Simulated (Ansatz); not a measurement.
# BGeHF (quartet): the correlation ladder, cc-pVDZ

The task here is to estimate one member of a computed series from the others.

Program: Ansatz 0.2.0, Gaussian basis. Level of theory: cc-pVDZ, core rule «outside noble gas», up to 16 orbitals frozen. These are calculated values, not measurements.

Plan: UHF; CCSD(T) on ROHF; CCSD(T) on UHF; BCCD(T) on ROHF; CISD as a restricted active space (open shells left free, so some higher excitations enter); CCSDT(Q) on ROHF; CCSDT(Q) on UHF.

19 further runs of the same task are left out: 7 that didn't finish, 12 set aside as unsound or not needed. Runs told in other sessions of the task aren't counted.

**What is computed**

The geometry is a PBE0/def2-TZVP stationary point (not a proven minimum). No spin-orbit coupling is included. The filled d shell of Ge may be among the frozen orbitals whatever the setting's name suggests.

4 atoms, charge 0, spin multiplicity 4.

Atoms are counted from 1 here; the program's logs count them from 0.

Bond lengths: F1–B2 1.313 Å, B2–Ge3 2.044 Å, Ge3–H4 1.540 Å. Angles: F1–B2–Ge3 118.5°, B2–Ge3–H4 124.6°.

Set-up of the first run:

The input, in.yaml:

```yaml
crystal:
  periodic: [false, false, false]
  atoms:
    - {symbol: F, position_ang: [0.000000, -0.189970, 2.185434]}
    - {symbol: B, position_ang: [0.000000, 0.665666, 1.189921]}
    - {symbol: Ge, position_ang: [0.000000, -0.060678, -0.721086]}
    - {symbol: H, position_ang: [0.000000, 0.813817, -1.988494]}
basis:
  gaussian: {orbitals: cc-pVDZ}
magnetization: {spin_polarized: true, initial_magnetization: 3}
hamiltonian: {xc: hf}
output: {orbitals: {seedname: orbitals}}
```

On the command line:

```sh
$ ansatz run in.yaml --threads 1 --pin off --events-out ev --progress --plain --max-ram 2393MiB
```

Among the steps run: UHF; CCSD(T) on ROHF; CCSD(T) on UHF; BCCD(T) on ROHF; CISD as a restricted active space (open shells left free, so some higher excitations enter); CCSDT(Q) on ROHF; CCSDT(Q) on UHF.

One table of the session follows, with a row left open; its other results are not shown here.

It belongs to the step «Misses and costs». 

```
   method  from UCCSDT(Q) (kcal/mol)
     ROHF                    +213.95
      UHF                    +211.99
     RMP2                     +22.51
     UMP2                     +22.18
    RCCSD                      +6.55
    UCCSD                      +6.27
 RCCSD(T)                      +1.42
 UCCSD(T)                      +1.15
  BCCD(T)                      +1.30
   RCCSDT                      +0.66
   UCCSDT                          ?
RCCSDT(Q)                      +0.34
UCCSDT(Q)                          0
```

**Question.** Estimate the row for UCCSDT.

The run gave: from UCCSDT(Q) (kcal/mol): +0.39. In the column «from UCCSDT(Q) (kcal/mol)» it lies between RCCSDT(Q) (+0.34) and RCCSDT (+0.66).

Not comparable, so not listed: CISD as a restricted active space (open shells left free, so some higher excitations enter) (they don't share determinant, frozen orbitals or solution with the rows shown, or repeat one).

Limits of these values: Restricted and unrestricted rows rest on different reference determinants; a gap between their highest levels can come from leftover correlation error, from unlike frozen cores or from another state.
